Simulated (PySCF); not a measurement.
# Si3PH9: a tour of settings, part 2 of 2

PySCF 2.14.0. Atoms count from 0. Earlier steps stand in the parts before.

## Step 6: Indirect couplings: PBE0/6-311G**

The job: settings as JSON, then the geometry in Å.

```
{"job": {"kind": "j", "xc": "PBE0", "basis": "6-311G**"}, "charge": 0, "multiplicity": 1}
Si    -0.671970     1.766937    -0.563952
P      0.240310    -0.233725    -0.887914
Si     1.928357    -0.220471     0.557567
Si    -1.219318    -1.583741     0.105421
H      0.297337     2.753134    -1.034811
H     -0.989084     2.022638     0.844506
H     -1.898580     1.803178    -1.356099
H      2.884773     0.775302     0.080291
H      2.504783    -1.562741     0.544657
H      1.505281     0.118891     1.919846
H     -0.630898    -2.920752     0.095202
H     -2.445502    -1.533709    -0.687051
H     -1.509878    -1.184454     1.486016
```

Level: PBE0/6-311G** indirect spin-spin coupling, non-relativistic, gas phase.

Log:

```text
coarse grid: 12080 points
cycle   1  E = -1214.7472173001  dE = -1.351e-01  |g| = 2.563e-01  |ddm| = 2.626e+00
cycle   2  E = -1214.7505606931  dE = -3.343e-03  |g| = 1.570e-01  |ddm| = 3.849e-01
cycle   3  E = -1214.7557891713  dE = -5.228e-03  |g| = 5.861e-02  |ddm| = 2.377e-01
cycle   4  E = -1214.7567404038  dE = -9.512e-04  |g| = 7.694e-03  |ddm| = 7.407e-02
cycle   5  E = -1214.7567531394  dE = -1.274e-05  |g| = 2.353e-03  |ddm| = 1.171e-02
cycle   6  E = -1214.7567551215  dE = -1.982e-06  |g| = 3.410e-04  |ddm| = 3.437e-03
final grid: 96056 points
cycle   7  E = -1214.7647561180  dE = -1.221e-05  |g| = 3.271e-03  |ddm| = 1.419e-02
cycle   8  E = -1214.7647552029  dE =  9.151e-07  |g| = 3.518e-03  |ddm| = 7.369e-03
cycle   9  E = -1214.7647585941  dE = -3.391e-06  |g| = 2.487e-04  |ddm| = 4.296e-03
cycle  10  E = -1214.7647586143  dE = -2.020e-08  |g| = 4.966e-05  |ddm| = 3.879e-04
cycle  11  E = -1214.7647586151  dE = -7.981e-10  |g| = 1.713e-05  |ddm| = 8.767e-05
converged SCF energy = -1214.7647586151

Indirect spin-spin couplings (Hz)
  i      j    bonds     total        FC       PSO       DSO        SD
  0 Si   1 P    1     71.390    69.720     9.000    -0.095    -7.234
  0 Si   2 Si   2     -3.410    -3.308    -0.018    -0.002    -0.082
  0 Si   3 Si   2     -3.399    -3.297    -0.018    -0.002    -0.082
  0 Si   4 H    1   -185.300  -185.605     0.555    -0.219    -0.032
  0 Si   5 H    1   -176.255  -176.549     0.549    -0.231    -0.024
  0 Si   6 H    1   -185.254  -185.559     0.556    -0.219    -0.032
  0 Si   7 H    3     -0.504    -0.568     0.024    -0.005     0.045
  0 Si   8 H    3     -9.835    -9.981    -0.108     0.262    -0.008
  0 Si   9 H    3     -3.114    -3.151     0.022    -0.029     0.045
  0 Si  10 H    3     -9.833    -9.979    -0.108     0.262    -0.008
  0 Si  11 H    3     -0.497    -0.561     0.024    -0.005     0.045
  0 Si  12 H    3     -3.122    -3.160     0.022    -0.030     0.045
  1 P    2 Si   1     71.529    69.832     9.017    -0.095    -7.225
  1 P    3 Si   1     71.407    69.735     9.001    -0.095    -7.234
  1 P    4 H    2     29.556    29.804    -0.154    -0.147     0.053
  1 P    5 H    2     -2.045    -1.801     0.099    -0.257    -0.087
  1 P    6 H    2     29.779    30.028    -0.156    -0.146     0.053
  1 P    7 H    2     29.594    29.842    -0.154    -0.147     0.053
  1 P    8 H    2     29.685    29.933    -0.155    -0.147     0.053
  1 P    9 H    2     -2.100    -1.856     0.100    -0.257    -0.087
  1 P   10 H    2     29.642    29.891    -0.155    -0.146     0.053
  1 P   11 H    2     29.657    29.905    -0.155    -0.146     0.053
  1 P   12 H    2     -2.048    -1.804     0.099    -0.256    -0.087
  2 Si   3 Si   2     -3.409    -3.308    -0.018    -0.002    -0.082
  2 Si   4 H    3     -0.511    -0.575     0.024    -0.006     0.045
  2 Si   5 H    3     -3.103    -3.140     0.022    -0.029     0.045
  2 Si   6 H    3     -9.844    -9.989    -0.108     0.262    -0.008
  2 Si   7 H    1   -185.205  -185.509     0.555    -0.219    -0.031
  2 Si   8 H    1   -185.178  -185.482     0.555    -0.219    -0.031
  2 Si   9 H    1   -176.192  -176.486     0.549    -0.231    -0.023
  2 Si  10 H    3     -0.490    -0.554     0.024    -0.005     0.045
  2 Si  11 H    3     -9.845    -9.990    -0.108     0.262    -0.008
  2 Si  12 H    3     -3.132    -3.169     0.022    -0.030     0.045
  3 Si   4 H    3     -9.821    -9.967    -0.108     0.262    -0.008
  3 Si   5 H    3     -3.145    -3.183     0.022    -0.030     0.045
  3 Si   6 H    3     -0.480    -0.545     0.024    -0.005     0.045
  3 Si   7 H    3     -9.825    -9.970    -0.108     0.262    -0.008
  3 Si   8 H    3     -0.485    -0.549     0.024    -0.005     0.045
  3 Si   9 H    3     -3.140    -3.178     0.022    -0.030     0.045
  3 Si  10 H    1   -185.351  -185.657     0.556    -0.219    -0.032
  3 Si  11 H    1   -185.224  -185.529     0.555    -0.219    -0.031
  3 Si  12 H    1   -176.308  -176.603     0.549    -0.231    -0.024
  4 H    5 H    2      2.640     3.656     0.935    -1.951         -
  4 H    6 H    2     -1.531    -0.395     1.023    -2.160         -
  4 H    7 H    4      0.422    -0.069    -0.423     0.915         -
  4 H    8 H    4     -0.947    -0.342     0.516    -1.122         -
  4 H    9 H    4     -0.235    -0.106     0.133    -0.262         -
  4 H   10 H    4      3.920     4.604     0.606    -1.290         -
  4 H   11 H    4     -0.950    -0.344     0.517    -1.123         -
  4 H   12 H    4     -0.917    -0.348     0.489    -1.058         -
  5 H    6 H    2      2.634     3.649     0.934    -1.950         -
  5 H    7 H    4     -0.237    -0.107     0.134    -0.264         -
  5 H    8 H    4     -0.923    -0.353     0.489    -1.060         -
  5 H    9 H    4      0.763     0.166    -0.526     1.123         -
  5 H   10 H    4     -0.917    -0.347     0.489    -1.060         -
  5 H   11 H    4     -0.234    -0.107     0.132    -0.259         -
  5 H   12 H    4      0.769     0.169    -0.530     1.130         -
  6 H    7 H    4     -0.948    -0.343     0.516    -1.121         -
  6 H    8 H    4      3.924     4.608     0.606    -1.290         -
  6 H    9 H    4     -0.922    -0.351     0.490    -1.061         -
  6 H   10 H    4     -0.953    -0.347     0.517    -1.122         -
  6 H   11 H    4      0.423    -0.066    -0.421     0.910         -
  6 H   12 H    4     -0.237    -0.107     0.135    -0.265         -
  7 H    8 H    2     -1.561    -0.427     1.022    -2.156         -
  7 H    9 H    2      2.610     3.624     0.933    -1.947         -
  7 H   10 H    4     -0.953    -0.348     0.517    -1.123         -
  7 H   11 H    4      3.926     4.609     0.606    -1.290         -
  7 H   12 H    4     -0.915    -0.345     0.489    -1.059         -
  8 H    9 H    2      2.616     3.631     0.933    -1.948         -
  8 H   10 H    4      0.416    -0.073    -0.421     0.910         -
  8 H   11 H    4     -0.954    -0.349     0.517    -1.122         -
  8 H   12 H    4     -0.236    -0.106     0.134    -0.264         -
  9 H   10 H    4     -0.235    -0.106     0.133    -0.262         -
  9 H   11 H    4     -0.916    -0.346     0.489    -1.059         -
  9 H   12 H    4      0.770     0.172    -0.529     1.127         -
 10 H   11 H    2     -1.527    -0.391     1.023    -2.159         -
 10 H   12 H    2      2.662     3.679     0.935    -1.952         -
 11 H   12 H    2      2.632     3.647     0.934    -1.950         -
```

Run time: 25 s. Hardware: 1 thread of Arm Neoverse V2, shared host; peak memory 0.78 GiB.

The basis is not made for couplings: without tight functions at the nuclei these values are rough.

In short: J(Si0,H4) -182.3 Hz, J(Si0,P1) 71.4 Hz, J(P1,H4) 19.1 Hz (means over like pairs).

## Step 7: Comparing the runs: electronic excitations

Excitations and ground-state properties, with basis size and wall time:

```tsv
run	lowest singlet (eV)	brightest (eV)	f	gap (eV)	α (Å³)	μ (D)	functions	time
KT2/def2-SVP in dichloromethane	5.42	5.42	0.012	5.26	19.95	0.97	117	6.3 s
HCTH407/cc-pVDZ	5.46	5.46	0.013	5.34	15.15	0.61	117	8.6 s
```

## Step 8: Comparing the runs: spin-spin couplings

Couplings (Hz), each a mean over the pairs like the one named, with basis size and wall time:

```tsv
run	Si0–H4	Si0–P1	P1–H4	Si0–Si2	Si0–H7	functions	time
PBE0/aug-pcSseg-1	-194.9	32.8	14.9	-4.6	-4.2	213	46 s
PBE0/6-311G**	-182.3	71.4	19.1	-3.4	-4.5	158	25 s
```

## Step 9: Outcome

This closing draws on all 2 parts.

| quantity | value |
| --- | --- |
| lowest singlet (KT2/def2-SVP) | 5.42 eV (229 nm), f = 0.012 |
| lowest triplet | 5.09 eV |
| ¹H shifts against TMS (mPW1PW91/pcSseg-1, chloroform, means over atoms taken as alike) | 4.06 ppm |
| ²⁹Si shifts against TMS (mPW1PW91/pcSseg-1, chloroform, means over atoms taken as alike) | -76.6 ppm |
| shieldings of P (mPW1PW91/pcSseg-1, chloroform) | P1 690.9 ppm |
| largest coupling of the table (PBE0/aug-pcSseg-1) | ¹J(Si,H) Si0–H4, -194.9 Hz |
| range of the lowest singlet | 5.42 to 5.46 eV |
| range of J(Si0,H4), mean over like pairs | -194.9 to -182.3 Hz |

**Reading.** Single values in the summary come from the first run of each kind that ended normally (KT2/def2-SVP; mPW1PW91/pcSseg-1; PBE0/aug-pcSseg-1), which need not be the best level. The lowest singlet, at 5.42 eV, is HOMO→LUMO 0.99 and is weak. The lowest triplet lies 0.33 eV below the lowest singlet. At mPW1PW91/pcSseg-1: The largest span, 81 ppm, is at Si0, Si2, Si3, where the paramagnetic term is -456 ppm. In the run at PBE0/aug-pcSseg-1, the largest coupling of the table is Si0–H4 (mean over like pairs), -194.9 Hz, of which the Fermi-contact term gives -195.1 Hz. The lowest singlet runs from 5.42 eV (KT2/def2-SVP in dichloromethane) to 5.46 eV (HCTH407/cc-pVDZ), while the orbital gap spans 5.26 to 5.34 eV. The lowest state need not be the same one in every run. The runs solved for a few states only, so the brightest column depends on that window. The coupling Si0–H4, as a mean over pairs of its kind, runs from -194.9 Hz (PBE0/aug-pcSseg-1) to -182.3 Hz (PBE0/6-311G**). Couplings from bases without tight functions are rough.
